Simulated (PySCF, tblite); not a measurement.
# C₃H₉SeSi₂ radical: geometry, infrared bands and EPR parameters

Wanted: the infrared bands and EPR parameters of C₃H₉SeSi₂ radical (`[H]/[C]=C\C[Si@@H]([SiH3])[SeH]`), by calculation.

The runs use tblite 0.8.0 and PySCF 2.14.0, with density-fitted response routines of our own; the level of theory stands in each step. All values are computed, except where a source is named. Atoms count from 0, in the outputs and in this text.

**1. Starting geometry**

15 atoms, charge 0, multiplicity 2; geometry from: force field or distance geometry start.

Bonds of the start (Å): C0–C1 1.34, C1–C2 1.48, C2–Si3 1.88, Si3–Si4 2.24, Si3–Se5 2.29, C0–H6 1.09, C1–H7 1.07, C2–H8 1.09, C2–H9 1.11, Si3–H10 1.46, Si4–H11 1.47, Si4–H12 1.49, Si4–H13 1.49, Se5–H14 1.54.

**2. Geometry optimisation with GFN2-xTB**

The job: settings as JSON, then the geometry in Å.

```
{"job": {"kind": "relax", "xc": "GFN2-xTB", "basis": "xTB"}, "charge": 0, "multiplicity": 2}
C      2.273600    -1.712600     0.507500
C      1.620500    -0.893300    -0.334600
C      1.173300     0.465900     0.058800
Si    -0.644100     0.762700    -0.302400
Si    -1.897500    -1.062300     0.048700
Se    -1.351900     2.451100     1.078500
H      2.453800    -1.335000     1.515700
H      1.428900    -1.228900    -1.328800
H      1.431300     0.637400     1.107600
H      1.754300     1.184600    -0.552900
H     -0.760300     1.233600    -1.678000
H     -1.039700    -2.248200     0.150300
H     -2.758400    -0.924800     1.251500
H     -2.794300    -1.153100    -1.132200
H     -0.894100     3.830900     0.565500
```

Started as:

```console
OMP_NUM_THREADS=1 python probes_run.py task.json out
```

One launch serves the whole session: the jobs run in the order shown.

**Question.** This job is followed by: GFN2-xTB harmonic vibrations, gas phase; UKS B3LYP, def2-TZVP-core on Se, pcH-1 on C H Si, non-relativistic, mean-field spin-orbit, GIAO. Predict these results of the whole session: strongest single infrared mode (GFN2-xTB); zero-point energy (GFN2-xTB); g(iso) (B3LYP); ⟨S²⟩; largest a(iso) (averaged by class); surface potential, 1st and 99th percentile.

**Answer**, as computed:

| quantity | value |
| --- | --- |
| strongest single infrared mode (GFN2-xTB) | 2101 cm⁻¹, 348 km/mol |
| zero-point energy (GFN2-xTB) | 59.2 kcal/mol |
| g(iso) (B3LYP) | 2.00239 |
| ⟨S²⟩ | 0.759 (exact 0.75) |
| largest a(iso) (averaged by class) | 13C on C0, 313.1 MHz |
| surface potential, 1st and 99th percentile | -0.77 V and 1.31 V |

What this shows: Over 133 steps the energy fell by 0.549 eV; of the close pairs, Se5–H14 changed most, 1.542 to 1.431 Å. The lowest mode is slightly imaginary (11i cm⁻¹), a soft motion within the noise of the Hessian, so the minimum is not strictly shown. The strongest single mode, at 2101 cm⁻¹, moves mainly H14. Unscaled tight-binding wavenumbers are off by several per cent, some by more. Its intensities can rank the bands wrongly. C0 carries the largest spin population, 1.04 e. The isotropic g lies 0.1 ppt above the free-electron value. The hyperfine terms hold no scalar relativity, which the heavier nuclei need.
